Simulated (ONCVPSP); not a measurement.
# Tungsten: generating and testing an ONCV potential

Aim: build the potential from the settings below, then test how well it stands in for the atom: other configurations, scattering, ghost states and the plane-wave cutoff that it needs.

Method: ONCVPSP 4.0.1.1 (patched build), PBE, scalar-relativistic.

## Step 1: Starting point

The settings as typed:

- element: tungsten (W, Z = 74)
- type: optimised norm-conserving Vanderbilt (ONCV)
- frozen core: [Kr] 4d10 4f14
- valence charge: 14
- reference configuration: 5s2 5p6 5d4 6s2
- partial waves: 5s+6s: rc 1.70 bohr, ncon 4, nbas 7, qcut 8.4 1/bohr, 2 projectors; 5p: rc 1.40 bohr, ncon 4, nbas 7, qcut 6.1 1/bohr, 2 projectors, debl 1.3 Ha; 5d: rc 2.70 bohr, ncon 3, nbas 8, qcut 6.8 1/bohr, 2 projectors, debl 2.3 Ha
- local potential: polynomial inside 0.90 bohr (lpopt 4, dvloc0 4 Ha)
- core correction: polynomial model core, fcfact 0.45

An earlier all-electron run gives the scale for the radii.

All-electron outer shells of the reference configuration (PBE, scalar-relativistic, ld1.x):

```json
{"shell": "5s", "level (eV)": "-79.07", "outermost node (bohr)": "0.53", "outermost maximum (bohr)": "0.96"}
{"shell": "5p", "level (eV)": "-43.20", "outermost node (bohr)": "0.57", "outermost maximum (bohr)": "1.09"}
{"shell": "4f", "level (eV)": "-33.21", "outermost node (bohr)": "–", "outermost maximum (bohr)": "0.43"}
{"shell": "6s", "level (eV)": "-5.71", "outermost node (bohr)": "1.28", "outermost maximum (bohr)": "2.67"}
{"shell": "5d", "level (eV)": "-4.48", "outermost node (bohr)": "0.63", "outermost maximum (bohr)": "1.49"}
{"shell": "6p", "level (eV)": "-1.36", "outermost node (bohr)": "1.54", "outermost maximum (bohr)": "3.75"}
```

## Step 2: The generation run

File W.dat:

```
# ATOM AND REFERENCE CONFIGURATION
# atsym  z   nc   nv     iexc    psfile
  W 74.00   10    4        4      upf
#
#   n    l    f
    1    0    2.00
    2    0    2.00
    2    1    6.00
    3    0    2.00
    3    1    6.00
    3    2   10.00
    4    0    2.00
    4    1    6.00
    4    2   10.00
    4    3   14.00
    5    0    2.00
    5    1    6.00
    5    2    4.00
    6    0    2.00
#
# PSEUDOPOTENTIAL AND OPTIMIZATION
# lmax
    2
#
#   l,   rc,      ep,       ncon, nbas, qcut
    0    1.70    0.00    4    7    8.40
    1    1.40    0.00    4    7    6.10
    2    2.70    0.00    3    8    6.80
#
# LOCAL POTENTIAL
# lloc, lpopt,  rc(5),   dvloc0
    4    4    0.90    4.00
#
# VANDERBILT-KLEINMAN-BYLANDER PROJECTORs
# l, nproj, debl
    0    2    3.40
    1    2    1.30
    2    2    2.30
#
# MODEL CORE CHARGE
# icmod, fcfact, rcfact
    1    0.45    0.00
#
# LOG DERIVATIVE ANALYSIS
# epsh1, epsh2, depsh
   -4.00    5.00    0.02
#
# OUTPUT GRID
# rlmax, drl
    6.00    0.01
#
# TEST CONFIGURATIONS
# ncnf
    4
# nvcnf
#   n    l    f
    4
    5    0    2.00
    5    1    6.00
    5    2    4.00
    6    0    1.00
#
    4
    5    0    2.00
    5    1    6.00
    5    2    4.00
    6    0    0.00
#
    4
    5    0    2.00
    5    1    6.00
    5    2    3.00
    6    0    0.00
#
    4
    5    0    1.00
    5    1    6.00
    5    2    4.00
    6    0    2.00
#
```

On the command line:

```
$ oncvpsp.x < W.dat > W.out
```

**Question.** What will these runs give? Wanted: cutoffs for 1 and 0.1 mHa per electron, occupied waves; bound ghosts; GHOST(+) flags; largest test error; largest phase difference near zero energy, channels read; rms error of d²Exc/dn², without and with the model core; projector energies reset by the program.

As calculated:

| quantity | value |
| --- | --- |
| cutoffs for 1 and 0.1 mHa per electron, occupied waves | 58 Ha and 75 Ha |
| bound ghosts | none found |
| GHOST(+) flags | s at 153 eV |
| largest test error (AE − PS) | -395 meV, for 5s1 5p6 5d4 6s2 |
| largest phase difference near zero energy, channels read | 0.000 rad |
| rms error of d²Exc/dn², without and with the model core | 6.16 and 0.79 mHa |
| projector energies reset by the program | p: -1.588, 0.250 Ha |

**Reading.** By total energies transferability is poor: the largest error is 395 meV on 85.4 eV, for 5s1 5p6 5d4 6s2. That test lies far up in energy; among those under 40 eV, nearer to bonding, the largest error is 14 meV. It counts as hard, with 58 Ha needed at the looser tolerance. At the looser tolerance the 5p wave is the slowest; 5s needs 22 Ha. It is free of bound ghosts as far as tested. Near zero energy the phases of the channels with partial waves agree within 0.001 rad. The program also flags highly localised states, GHOST(+) (s). Note that the frozen 4f shell (-33 eV) lies higher than the valence 5s shell (-79 eV). These are tests on the free atom; a crystal test is still owed.
